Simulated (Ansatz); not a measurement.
**CH₃ClInO radical: basis-set convergence**

An exercise on one series of results from a longer session: the logs are not shown, and one member is left open.

Computed with Ansatz 0.2.0, Gaussian basis. Level: one geometry, several basis sets.

Levels to be run: PBE0-D4/def2-SVP; ωB97M-V/def2-SVP; PBE0-D4/def2-QZVPP; ωB97M-V/def2-QZVPP; the functionals' def2-TZVPP values are taken from earlier runs.

1 further run of the same task is left out (for a known fault of the program). Runs told in other sessions of the task aren't counted.

### Structure used throughout

The geometry comes from an earlier relaxation with PBE0-D4 in a triple-zeta def2 set; it is a stationary point, not always the lowest conformer. In takes the def2 core potential; no spin-orbit term is included.

SMILES `C[O][In][Cl]`, 7 atoms, charge 0, spin multiplicity 2.

Atoms are counted from 1 here; the program's logs count them from 0.

Bond lengths: C1–O2 1.400 Å, C1–H5 1.096 Å, C1–H6 1.097 Å, C1–H7 1.097 Å, O2–In3 2.013 Å, In3–Cl4 2.359 Å. Angles: O2–C1–H5 107.5°, O2–C1–H6 112.9°, O2–C1–H7 112.9°, H5–C1–H6 107.5°, H5–C1–H7 107.5°, H6–C1–H7 108.3°, C1–O2–In3 126.3°, O2–In3–Cl4 113.7°.

The first run:

in.yaml reads:

```yaml
crystal:
  periodic: [false, false, false]
  atoms:
    - {symbol: C, position_ang: [0.091302, 1.144393, 0.187160]}
    - {symbol: O, position_ang: [-0.344456, -0.082417, -0.327069]}
    - {symbol: In, position_ang: [0.367579, -1.900771, 0.162841]}
    - {symbol: Cl, position_ang: [-0.700300, -3.673166, -0.970944]}
    - {symbol: H, position_ang: [-0.501133, 1.932361, -0.292196]}
    - {symbol: H, position_ang: [-0.060247, 1.231294, 1.270344]}
    - {symbol: H, position_ang: [1.147257, 1.348317, -0.030134]}
basis:
  gaussian: {orbitals: def2-SVP}
magnetization: {spin_polarized: true, initial_magnetization: 1}
hamiltonian: {xc: pbe0, dispersion: d4}
output: {orbitals: {seedname: orbitals}}
```

Command:

```
> ansatz run in.yaml --threads 4 --pin off --events-out ev --progress --plain --max-ram 10444MiB
```

Among the steps run: PBE0-D4 in def2-SVP; ωB97M-V in def2-SVP; PBE0-D4 in def2-QZVPP; ωB97M-V in def2-QZVPP.

One table of the session follows, with a row left open; its other results are not shown here.

It belongs to the step «Functionals by basis». 

```
functional       basis  HOMO (eV)  LUMO (eV)
   PBE0-D4    def2-SVP      -6.59      -3.87
   PBE0-D4  def2-TZVPP      -6.72      -3.99
   PBE0-D4  def2-QZVPP      -6.74      -4.03
   ωB97M-V    def2-SVP      -8.62      -2.20
   ωB97M-V  def2-TZVPP      -8.77      -2.36
   ωB97M-V  def2-QZVPP          ?          ?
```

Estimate the missing values for ωB97M-V, def2-QZVPP.

As computed: HOMO (eV): -8.80; LUMO (eV): -2.44. In the column «HOMO (eV)» it is the lowest.
